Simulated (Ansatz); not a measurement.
Write a Python script for Ansatz 0.2.0, Python API that makes a geometry optimisation of C₂H₃F₃Sn, SMILES C=[CH][Sn]([F])([F])[F]. Level of theory: r2SCAN, def2-SVP basis, multiplicity 1.

```yaml
atoms:
  - { symbol: C, position_ang: [0.5940, -1.5570, 0.4836] }
  - { symbol: C, position_ang: [0.2022, -0.2771, 0.8245] }
  - { symbol: Sn, position_ang: [-0.4953, 1.1197, -0.6434] }
  - { symbol: F, position_ang: [-1.9862, 0.4411, -1.4984] }
  - { symbol: F, position_ang: [0.9326, 1.3759, -1.9750] }
  - { symbol: F, position_ang: [-0.8685, 2.8268, 0.2316] }
  - { symbol: H, position_ang: [0.9133, -2.2165, 1.2252] }
  - { symbol: H, position_ang: [0.5235, -1.8084, -0.5719] }
  - { symbol: H, position_ang: [0.2730, 0.0492, 1.9066] }
```

`c2h3f3sn_opt.py`:
```python
"""Minimum-energy structure of C2H3F3Sn."""

import ansatz as az
import numpy as np

BASIS_SET = "def2-SVP"
XC = "r2SCAN"


def main() -> None:
    geometry_ang = [
        ("C", (0.594, -1.557, 0.4836)),
        ("C", (0.2022, -0.2771, 0.8245)),
        ("Sn", (-0.4953, 1.1197, -0.6434)),
        ("F", (-1.9862, 0.4411, -1.4984)),
        ("F", (0.9326, 1.3759, -1.975)),
        ("F", (-0.8685, 2.8268, 0.2316)),
        ("H", (0.9133, -2.2165, 1.2252)),
        ("H", (0.5235, -1.8084, -0.5719)),
        ("H", (0.273, 0.0492, 1.9066)),
    ]
    geometry = az.Crystal.molecule()
    for symbol, xyz in geometry_ang:
        geometry = geometry.atom(symbol, xyz)

    setup = geometry.calculation()
    setup = setup.basis(gaussian=BASIS_SET)
    setup = setup.functional(XC)
    symbols = [site.symbol for site in geometry.cartesian_sites]
    start = np.array([site.position_ang for site in geometry.cartesian_sites], dtype=float)
    summary = setup.relax(force_tolerance=0.005).run(threads=1).report
    end = np.array(summary["positions_ang"])

    print("reference energy %16.6f eV" % summary["reference_energy_ev"])
    print("total energy     %16.6f eV" % summary["free_energy_ev"])
    print("occupied orbitals outside the frozen core (up, down):", summary["n_occupied"], " frozen:", summary["n_frozen"], " virtual:", summary["n_virtual"])

    print("final positions (A) and the move of each atom")
    for symbol, xyz, old in zip(symbols, end, start):
        print(f"{symbol:2s} {xyz[0]:10.5f} {xyz[1]:10.5f} {xyz[2]:10.5f}   {np.linalg.norm(xyz - old):7.4f}")

    charges = summary["charge_distribution"]
    dipole = np.array(charges["dipole_moment_e_ang"]) * 4.803205
    print("dipole (D): {:.3f} {:.3f} {:.3f}, length {:.3f}".format(*dipole, np.linalg.norm(dipole)))
    print("atom  Mulliken   Lowdin")
    for symbol, m, l in zip(symbols, charges["mulliken_charges_e"], charges["lowdin_charges_e"]):
        print(f"{symbol:4s} {m:9.3f} {l:8.3f}")
    with open("c2h3f3sn_opt.xyz", "w") as handle:
        handle.write(f"{len(symbols)}\nrelaxed C2H3F3Sn\n")
        handle.writelines(f"{s:2s} {x:11.6f} {y:11.6f} {z:11.6f}\n" for s, (x, y, z) in zip(symbols, end))


if __name__ == "__main__":
    main()
```

```console
$ python c2h3f3sn_opt.py
reference energy    -16095.559333 eV
total energy        -16095.559333 eV
occupied orbitals outside the frozen core (up, down): [32, 32]  frozen: 0  virtual: [79, 79]
final positions (A) and the move of each atom
C     0.85281   -1.35127    0.50337    0.3312
C    -0.07577   -0.45663    0.85804    0.3326
Sn   -0.55926    1.03912   -0.55332    0.1367
F    -2.36729    1.09232   -1.20943    0.8080
F     0.54321    0.71005   -2.10123    0.7816
F    -0.22432    2.86852   -0.05997    0.7083
H     1.15081   -2.15437    1.18910    0.2481
H     1.35010   -1.32312   -0.47276    0.9636
H    -0.58169   -0.47093    1.82900    1.0035
dipole (D): 1.179 -3.465 3.155, length 4.832
atom  Mulliken   Lowdin
C       -0.038    0.067
C       -0.260   -0.113
Sn       1.256    0.377
F       -0.410   -0.138
F       -0.420   -0.143
F       -0.410   -0.138
H        0.087    0.024
H        0.098    0.031
H        0.098    0.035
```

File `c2h3f3sn_opt.xyz` afterwards:
```text
9
relaxed C2H3F3Sn
C     0.852809   -1.351266    0.503371
C    -0.075768   -0.456632    0.858044
Sn   -0.559259    1.039123   -0.553325
F    -2.367290    1.092317   -1.209435
F     0.543207    0.710051   -2.101234
F    -0.224322    2.868524   -0.059966
H     1.150813   -2.154369    1.189104
H     1.350103   -1.323120   -0.472763
H    -0.581693   -0.470928    1.829003
```

Notes:
- Total energies depend on the basis set; only differences at equal settings carry meaning.
- The end point is the stationary point reached from this start; no frequency run checks that it is a minimum, and the basis set is modest.
- def2 sets replace the cores of elements past krypton by effective core potentials.
- The Löwdin charges here are taken after orthogonalising the functions within each atom; they differ from plain Löwdin charges, and their signs can be unphysical.
- Hardware and time: 2.8 min on 1 thread of Arm Neoverse V1 (shared host), peak memory 0.24 GiB.
